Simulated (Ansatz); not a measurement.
# C₈H₁₈S: small, medium and large basis sets

Aim: see how fast density functionals converge with the basis set for C₈H₁₈S.

Computed with Ansatz 0.2.0, Gaussian basis. Level: one geometry, several basis sets.

The runs, in order: PBE0-D4/def2-SVP; ωB97M-V/def2-SVP; PBE0-D4/def2-QZVPP; ωB97M-V/def2-QZVPP; the functionals' def2-TZVPP values are taken from earlier runs.

1 further run of the same task is left out (it didn't finish).

### 1 The relaxed structure

The geometry comes from an earlier relaxation with PBE0-D4 in a triple-zeta def2 set; it is a stationary point, not always the lowest conformer.

SMILES `CC(C)(C)SC(C)(C)C`, 27 atoms, charge 0, spin multiplicity 1.

Atoms are counted from 1 here; the program's logs count them from 0.

Bond lengths: C1–C2 1.528 Å, C1–H10 1.094 Å, C1–H11 1.093 Å, C1–H12 1.091 Å, C2–C3 1.524 Å, C2–C4 1.520 Å, C2–S5 1.840 Å, C3–H13 1.091 Å, C3–H14 1.096 Å, C3–H15 1.089 Å, C4–H16 1.095 Å, C4–H17 1.091 Å, C4–H18 1.091 Å, S5–C6 1.840 Å, C6–C7 1.520 Å, C6–C8 1.528 Å, C6–C9 1.524 Å, C7–H19 1.091 Å and more. Angles: C2–C1–H10 109.4°, C2–C1–H11 111.2°, C2–C1–H12 111.2°, H10–C1–H11 108.0°, H10–C1–H12 108.6°, H11–C1–H12 108.3°, C1–C2–C3 108.9°, C1–C2–C4 109.2°, C1–C2–S5 102.0°, C3–C2–C4 110.8°, C3–C2–S5 111.7°, C4–C2–S5 113.7°, C2–C3–H13 110.7°, C2–C3–H14 109.7°, C2–C3–H15 112.1°, H13–C3–H14 108.3°, H13–C3–H15 108.1°, H14–C3–H15 107.8° and more.

Geometry (Å):

```
C    -1.2156   -1.9158    1.7977
C    -0.3327   -0.7797    1.2842
C    -0.4236    0.3938    2.2525
C     1.1005   -1.2734    1.1675
S    -1.1139   -0.3881   -0.3348
C    -0.0255    0.6553   -1.3891
C     0.5629    1.8536   -0.6618
C    -0.9960    1.1452   -2.4624
C     1.0724   -0.1672   -2.0532
H    -0.8960   -2.1968    2.8057
H    -2.2636   -1.6106    1.8481
H    -1.1447   -2.7931    1.1522
H    -1.4548    0.7392    2.3432
H    -0.0762    0.0821    3.2437
H     0.1897    1.2364    1.9354
H     1.4398   -1.6303    2.1456
H     1.1779   -2.0984    0.4573
H     1.7835   -0.4817    0.8566
H     1.3065    1.5593    0.0800
H    -0.2148    2.4345   -0.1632
H     1.0653    2.5039   -1.3857
H    -0.4479    1.7286   -3.2083
H    -1.4757    0.3074   -2.9742
H    -1.7758    1.7754   -2.0311
H     1.6125    0.4538   -2.7763
H     1.7970   -0.5435   -1.3320
H     0.6468   -1.0205   -2.5839
```

### 2 PBE0-D4 in def2-SVP

Contents of in.yaml:

```yaml
crystal:
  periodic: [false, false, false]
  atoms:
    - {symbol: C, position_ang: [-1.215603, -1.915824, 1.797686]}
    - {symbol: C, position_ang: [-0.332659, -0.779734, 1.284192]}
    - {symbol: C, position_ang: [-0.423597, 0.393771, 2.252529]}
    - {symbol: C, position_ang: [1.100485, -1.273394, 1.167452]}
    - {symbol: S, position_ang: [-1.113928, -0.388063, -0.334772]}
    - {symbol: C, position_ang: [-0.025470, 0.655285, -1.389054]}
    - {symbol: C, position_ang: [0.562921, 1.853649, -0.661764]}
    - {symbol: C, position_ang: [-0.995957, 1.145248, -2.462393]}
    - {symbol: C, position_ang: [1.072449, -0.167229, -2.053209]}
    - {symbol: H, position_ang: [-0.895971, -2.196819, 2.805668]}
    - {symbol: H, position_ang: [-2.263623, -1.610582, 1.848079]}
    - {symbol: H, position_ang: [-1.144730, -2.793068, 1.152174]}
    - {symbol: H, position_ang: [-1.454770, 0.739238, 2.343247]}
    - {symbol: H, position_ang: [-0.076201, 0.082051, 3.243676]}
    - {symbol: H, position_ang: [0.189664, 1.236378, 1.935379]}
    - {symbol: H, position_ang: [1.439772, -1.630305, 2.145626]}
    - {symbol: H, position_ang: [1.177893, -2.098355, 0.457305]}
    - {symbol: H, position_ang: [1.783454, -0.481693, 0.856643]}
    - {symbol: H, position_ang: [1.306547, 1.559272, 0.079991]}
    - {symbol: H, position_ang: [-0.214821, 2.434516, -0.163195]}
    - {symbol: H, position_ang: [1.065274, 2.503892, -1.385746]}
    - {symbol: H, position_ang: [-0.447896, 1.728627, -3.208348]}
    - {symbol: H, position_ang: [-1.475738, 0.307422, -2.974171]}
    - {symbol: H, position_ang: [-1.775768, 1.775418, -2.031063]}
    - {symbol: H, position_ang: [1.612464, 0.453804, -2.776346]}
    - {symbol: H, position_ang: [1.796972, -0.543479, -1.331989]}
    - {symbol: H, position_ang: [0.646836, -1.020526, -2.583901]}
basis:
  gaussian: {orbitals: def2-SVP}
hamiltonian: {xc: pbe0, dispersion: d4}
output: {orbitals: {seedname: orbitals}}
```

The run is started by

```bash
$ ansatz run in.yaml --threads 4 --pin off --events-out ev --progress --plain --max-ram 66560MiB --backend cpu
```

The runs that follow: ωB97M-V in def2-SVP; PBE0-D4 in def2-QZVPP; ωB97M-V in def2-QZVPP.

**Question.** What will the summary of the whole plan be? Wanted: PBE0-D4: double and triple zeta above quadruple; ωB97M-V: double and triple zeta above quadruple.

The runs gave:

```
                                       quantity           value
PBE0-D4: double and triple zeta above quadruple  13.79, 0.82 eV
ωB97M-V: double and triple zeta above quadruple  14.40, 0.80 eV
```

What this shows: PBE0-D4 gains 12.97 eV from double to triple zeta, then 0.82 eV more. These are total energies; as a rule much of such shifts cancels in differences, which this series doesn't test. The LUMO of ωB97M-V is positive and keeps falling with the basis (3.18 to 1.57 eV): an unbound level that the basis holds in place.
